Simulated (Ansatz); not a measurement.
# Manganese, A15 under LDA: structure and ground-state energy

What does LDA give for manganese in the A15 structure? We relax it, then solve it on a dense k-mesh. Spin polarisation is left out, though the real metal is magnetic, so this state lies above the ground state. The k-meshes are 6×6×6 for the relaxation; 8×8×8 for the dense run.

Program: Ansatz 0.2.0. Level of theory: DFT LDA (PW92), plane waves (420 eV) with PAW, scalar-relativistic; the PAW data stem from PBE, with regenerated cores. These are calculated values, not measurements.

## 1. The system as given

The structure is cubic, space group Pm-3n (No. 223). Conventional cell: a = 4.547 Å, b = 4.547 Å, c = 4.547 Å, α = 90.00°, β = 90.00°, γ = 90.00°. Mn (site symmetry m-3) has 12 Mn at 2.54 Å as nearest neighbours. Mn (site symmetry -4m2) has 6 Mn at 2.27 to 2.54 Å as nearest neighbours.

As a file:

```cif
data_structure
_symmetry_space_group_name_H-M 'Pm-3n'
_symmetry_Int_Tables_number 223
_cell_length_a 4.5468
_cell_length_b 4.5468
_cell_length_c 4.5468
_cell_angle_alpha 90.000
_cell_angle_beta 90.000
_cell_angle_gamma 90.000
_cell_volume 94.00
loop_
_atom_site_label
_atom_site_type_symbol
_atom_site_symmetry_multiplicity
_atom_site_Wyckoff_symbol
_atom_site_fract_x
_atom_site_fract_y
_atom_site_fract_z
_atom_site_occupancy
Mn1 Mn 2 a 0.00000 0.00000 0.00000 1
Mn2 Mn 6 c 0.25000 0.00000 0.50000 1
```

## 2. Relaxing cell and atoms

input.yaml

```yaml
crystal:
  lattice:
    - [4.5467736727, 0.0, 0.0]
    - [0.0, 4.5467736727, 0.0]
    - [0.0, 0.0, 4.5467736727]
  atoms:
    - { symbol: Mn, position: [0.0, 0.0, 0.0] }
    - { symbol: Mn, position: [0.5, 0.5, 0.5] }
    - { symbol: Mn, position: [0.25, 0.0, 0.5] }
    - { symbol: Mn, position: [0.75, 0.0, 0.5] }
    - { symbol: Mn, position: [0.5, 0.25, 0.0] }
    - { symbol: Mn, position: [0.5, 0.75, 0.0] }
    - { symbol: Mn, position: [0.0, 0.5, 0.25] }
    - { symbol: Mn, position: [0.0, 0.5, 0.75] }
hamiltonian:
  xc: lda
  pseudopotentials:
    kind: paw
    azcp:
      Mn: "pseudopotentials/Mn.paw.azcp"
basis:
  ecutwfc: 420
  fft_grid_basis: typed
kpoints:
  mp_grid: { grid: [6, 6, 6], shift: [0, 0, 0] }
magnetization:
  spin_polarized: false
scf:
  occupations: { method: fermi_dirac, width: 0.1 }
relax:
  max_steps: 60
  f_tol: 0.01
  cell: {}
```

Run with:

```sh
ansatz run input.yaml --threads 4 --pin off --max-ram 8192MiB --backend cpu --events-out ev --progress --plain --runs-dir out
```

Further steps of the session: Single point on a dense mesh.

Before running it: what results should come out? Wanted: space group; conventional cell; volume; shortest distance; gap on the mesh.

**Answer**, as computed:

```
                      quantity                         value
space group (spins left aside)               Pm-3n (No. 223)
             conventional cell                   a = 4.327 Å
                        volume                10.130 Å³/atom
             shortest distance                       2.164 Å
               gap on the mesh  none (levels filled in part)
```

What this shows: The relaxation shrank the cell by 13.8 % in volume. No gap shows: it is a metal or semimetal at this level. The symmetry was held, so the structure may be unstable against distortions that break it.
